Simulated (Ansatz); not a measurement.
Consider a check of PAW against all-electron LAPW of TePb, space group Fm-3m (Ansatz's Python interface).

`paw_lapw_tepb.py`:
```python
"""PAW against all-electron LAPW for TePb."""

import ansatz as az
from ase import Atoms
import numpy as np

K_SPACING = 0.44


def count_gap(report):
    # lowest empty less highest filled band, counting bands; zero where they overlap
    return max(report.get("gap_by_band_count_ev") or 0.0, 0.0)

atoms = Atoms(
    ["Te", "Pb"],
    scaled_positions=[
        (0.5, 0.5, 0.5),
        (0.0, 0.0, 0.0),
    ],
    cell=[
        (0.0, 3.231, 3.231),
        (3.231, 0.0, 3.231),
        (3.231, 3.231, 0.0),
    ],
    pbc=True,
)
cell = az.Crystal.from_ase(atoms)

calculation = (
    cell.calculation()
    .kpoints(spacing=K_SPACING)
    .occupations(az.OccupationsMethod.FIXED)
    .functional(az.Functional.LDA)
    .stress()
    .forces()
    .band_table()
)
variants = {
    "PAW": calculation.pseudopotentials("paw"),
    "LAPW": calculation.pseudopotentials("all_electron", lapw=True),
}
# totals differ by the cores that each treatment holds, so compare what does not depend on them
rows = []
for label, variant in variants.items():
    data = variant.run(threads=1, backend="cpu").report
    levels = np.array(data["eigenvalues_ev"][0]) - data["fermi_energy_ev"]
    print(label, "levels at the first k-point near E_F:", np.round(levels[np.abs(levels) < 5], 3))
    rows.append((label, data["n_electrons"], np.trace(data["stress_gpa"]) / 3, count_gap(data)))
for row in rows:
    print("; ".join(f"{name} = {round(v, 4) if isinstance(v, float) else v}" for name, v in zip(["treatment", "electrons in bands", "P GPa", "gap by band count eV"], row)))
```

How well do the two treatments of the cores agree on the pressure?

PAW gives -1.712 GPa and LAPW -1.698 GPa, 0.014 GPa apart. They took 1.0 and 5.3 s of processor time.

The run itself:

Output of `python paw_lapw_tepb.py`:
```text
DeckWarning: basis.ecutwfc = 420 eV, auto-derived from the records' recommended cutoffs: set by Te (normal level)
PAW levels at the first k-point near E_F: [-1.316 -1.316 -1.316  4.009  4.009  4.009]
LAPW levels at the first k-point near E_F: [-1.319 -1.319 -1.319  4.006  4.006  4.006]
treatment = PAW; electrons in bands = 30.0; P GPa = -1.7124; gap by band count eV = 0.6506
treatment = LAPW; electrons in bands = 60.0; P GPa = -1.6984; gap by band count eV = 0.6474
```
(Warnings from the package without file and line.)

Caveats:
- Spin-orbit coupling, left out here, can change this gap by several tenths of an eV, and inverted bands can meet off the mesh.
- The computed bands are complete only to about 4.4 eV above the Fermi level.
- Under fixed occupations the level called the Fermi level is the highest filled one on the SCF mesh; off the mesh a filled band can lie a little above it.
- The k-point mesh is coarse, and energy and stress weren't tested for convergence.
- The structure is a deposited one; some such entries were measured under pressure or heat, so a shift against it needn't be the functional's error alone.
- Gaps and levels are Kohn-Sham values on a finite set of k-points, without spin-orbit coupling.
- Pressure is positive in compression; the treatments may keep other shells as core, so totals and counts of electrons can differ.
- It ran for 7.6 s on 1 thread of Arm Neoverse V1, with other jobs on the host, peak memory 0.43 GiB.

(A comment or docstring line of the script was reworded after the run, the code is as it ran; lines on the test bed's own set-up are left out of the output.)
